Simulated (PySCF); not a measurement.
# C3H7GeN: the cost of one run

Programs: PySCF 2.14.0, with density-fitted response routines of our own. Each step states its level of theory. These are calculated values for one molecule in the gas phase, unless marked as measured. Atoms are numbered from 0 throughout.

### 1 The molecule as given

12 atoms, charge 0, multiplicity 1; geometry from: PBE0-D3(BJ)/def2-SVP.

Bonds of the start (Å): C0–C1 1.22, C1–Ge2 1.92, Ge2–C3 1.94, Ge2–N4 1.84, C0–H5 1.08, Ge2–H6 1.54, C3–H7 1.10, C3–H8 1.10, C3–H9 1.10, N4–H10 1.02, N4–H11 1.02.

### 2 NMR shieldings: PBE0/6-31G*

Job settings and geometry (Å):

```
{"job": {"kind": "nmr", "xc": "PBE0", "basis": "6-31G*", "pop": true}, "charge": 0, "multiplicity": 1}
C     -1.003128     2.594257    -0.422853
C     -0.474801     1.564951    -0.042589
Ge     0.377543    -0.066779     0.510181
C     -0.900447    -1.515372     0.329468
N      1.851413    -0.469243    -0.506515
H     -1.469530     3.504471    -0.755850
H      0.869316     0.132722     1.952818
H     -1.245069    -1.585618    -0.712551
H     -1.773897    -1.339161     0.972781
H     -0.427179    -2.466387     0.612316
H      2.596779     0.220015    -0.441396
H      1.640954    -0.604811    -1.492876
```

Method: GIAO PBE0/6-31G* NMR shielding, non-relativistic, gas phase.

The run is started by

```console
OMP_NUM_THREADS=1 python probes_run.py task.json out
```

This one command runs all jobs of the session in turn.

**Question.** How long does this first job take on 1 thread of Arm Neoverse V1, shared host, and how much memory does it need?

About 11 s, with a peak of 0.56 GiB.
